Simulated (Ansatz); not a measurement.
# HfMg3 (AuCu3 type): a single-point run

Aim: a sound single-point run of HfMg3 (AuCu3 type). The structure is shown as the input types it.

Method: Kohn-Sham DFT, with the functional, basis and potentials that each input names, in Ansatz 0.2.0.

## 1. The structure to begin with

Symmetry: Pm-3m, No. 221, cubic system. Conventional cell: a = 4.435 Å, b = 4.435 Å, c = 4.435 Å, α = 90.00°, β = 90.00°, γ = 90.00°. Hf (site symmetry m-3m) is surrounded by 12 Mg at 3.14 Å. Mg (site symmetry 4/mmm) has 4 Hf at 3.14 Å and 8 Mg at 3.14 Å in its first shell of neighbours.

Coordinates:

```cif
data_structure
_symmetry_space_group_name_H-M 'Pm-3m'
_symmetry_Int_Tables_number 221
_cell_length_a 4.4352
_cell_length_b 4.4352
_cell_length_c 4.4352
_cell_angle_alpha 90.000
_cell_angle_beta 90.000
_cell_angle_gamma 90.000
_cell_volume 87.24
loop_
_atom_site_label
_atom_site_type_symbol
_atom_site_symmetry_multiplicity
_atom_site_Wyckoff_symbol
_atom_site_fract_x
_atom_site_fract_y
_atom_site_fract_z
_atom_site_occupancy
Hf1 Hf 1 a 0.00000 0.00000 0.00000 1
Mg1 Mg 3 c 0.00000 0.50000 0.50000 1
```

## 2. Running it

File input.yaml:

```yaml
crystal:
  lattice:
    - [4.4351854621, 0.0, 0.0]
    - [0.0, 4.4351854621, 0.0]
    - [0.0, 0.0, 4.4351854621]
  atoms:
    - { symbol: Hf, position: [0.0, 0.0, 0.0] }
    - { symbol: Mg, position: [0.0, 0.5, 0.5] }
    - { symbol: Mg, position: [0.5, 0.5, 0.0] }
    - { symbol: Mg, position: [0.5, 0.0, 0.5] }
basis:
  ecutwfc: 420
  ecutrho_ratio: 4
kpoints:
  mp_grid: { grid: [8, 8, 8] }
hamiltonian:
  xc: pbe
  pseudopotentials: { kind: nc }
scf:
  occupations: { method: gaussian, width: 0.05 }
  max_iter: 75
output:
  forces: true
  stress: true
magnetization:
  spin_polarized: true
  spin_orbit: true
```

The run is started by

```sh
$ ansatz run input.yaml --threads 2 --pin off --max-ram 2662MiB --backend cpu --events-out ev --progress --plain --runs-dir out
```

Q: Will this input give a usable result? If not, why, and what should change?

Nothing was computed: the input was turned down at the start. It says: «2 input errors — fix all and re-run 1. inconsistent input (magnetization.spin_orbit, magnetization.noncollinear): true requires noncollinear: true — spin–orbit coupling acts on 2-spinor wavefunctions; set both flags»

Look at the input: magnetization.spin_orbit is true. Spin-orbit coupling was asked of a set-up that can't carry it.

The cure: delete magnetization.spin_orbit (the default then holds).
